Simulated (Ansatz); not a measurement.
# CH5NOSi: the cost of one run

Method: the settings change from run to run; program: Ansatz 0.2.0, Gaussian basis.

**1. The geometry**

The geometry comes from an earlier relaxation with PBE0-D4 in a triple-zeta def2 set; it is a stationary point, not always the lowest conformer.

SMILES `C1N[SiH2]O1`, 9 atoms, charge 0, spin multiplicity 1.

Atoms are counted from 1 here; the program's logs count them from 0.

Bond lengths: C1–N2 1.468 Å, C1–O4 1.436 Å, C1–H5 1.095 Å, C1–H6 1.097 Å, N2–Si3 1.726 Å, N2–H7 1.006 Å, Si3–O4 1.668 Å, Si3–H8 1.491 Å, Si3–H9 1.484 Å. Angles: N2–C1–O4 99.7°, N2–C1–H5 113.1°, N2–C1–H6 113.7°, O4–C1–H5 109.5°, O4–C1–H6 110.7°, H5–C1–H6 109.7°, C1–N2–Si3 87.4°, C1–N2–H7 118.3°, Si3–N2–H7 129.6°, N2–Si3–O4 81.7°, N2–Si3–H8 118.1°, N2–Si3–H9 117.7°, O4–Si3–H8 115.5°, O4–Si3–H9 114.4°, H8–Si3–H9 107.9°, C1–O4–Si3 90.7°.

Geometry (Å):

```xyz
9
charge 0, multiplicity 1
C    -0.8008    0.7296    0.1217
N    -0.0908    0.0390   -0.9612
Si    0.7272   -0.8671    0.2595
O    -0.3208   -0.0237    1.2461
H    -1.8897    0.6307    0.0539
H    -0.5316    1.7885    0.2206
H     0.2873    0.5918   -1.7113
H     2.1762   -0.5966    0.4808
H     0.5315   -2.3385    0.2729
```

**2. rPW86-PBE/def2-TZVPD**

This run has multiplicity 3, a grid of angular degree 23, high accuracy.

Contents of in.yaml:

```yaml
crystal:
  periodic: [false, false, false]
  atoms:
    - {symbol: C, position_ang: [-0.800821, 0.729622, 0.121725]}
    - {symbol: N, position_ang: [-0.090764, 0.038960, -0.961183]}
    - {symbol: Si, position_ang: [0.727212, -0.867051, 0.259505]}
    - {symbol: O, position_ang: [-0.320789, -0.023690, 1.246060]}
    - {symbol: H, position_ang: [-1.889661, 0.630652, 0.053917]}
    - {symbol: H, position_ang: [-0.531625, 1.788521, 0.220586]}
    - {symbol: H, position_ang: [0.287348, 0.591764, -1.711296]}
    - {symbol: H, position_ang: [2.176211, -0.596611, 0.480837]}
    - {symbol: H, position_ang: [0.531488, -2.338466, 0.272851]}
basis:
  gaussian: {orbitals: def2-TZVPD, final_grid: {core_spheres: 8, valence_spheres: 7, degree: 23}}
magnetization: {spin_polarized: true, initial_magnetization: 2}
hamiltonian: {xc: {name: rPW86-PBE}}
accuracy: high
output: {forces: true}
```

Started as:

```bash
ansatz run in.yaml --threads 2 --pin off --events-out ev --progress --plain --max-ram 4352MiB
```

**Question.** How long does this run take on 2 threads of Arm Neoverse V1, shared host, and how much memory does it need?

About 24 s, with a peak of 1.1 GiB.
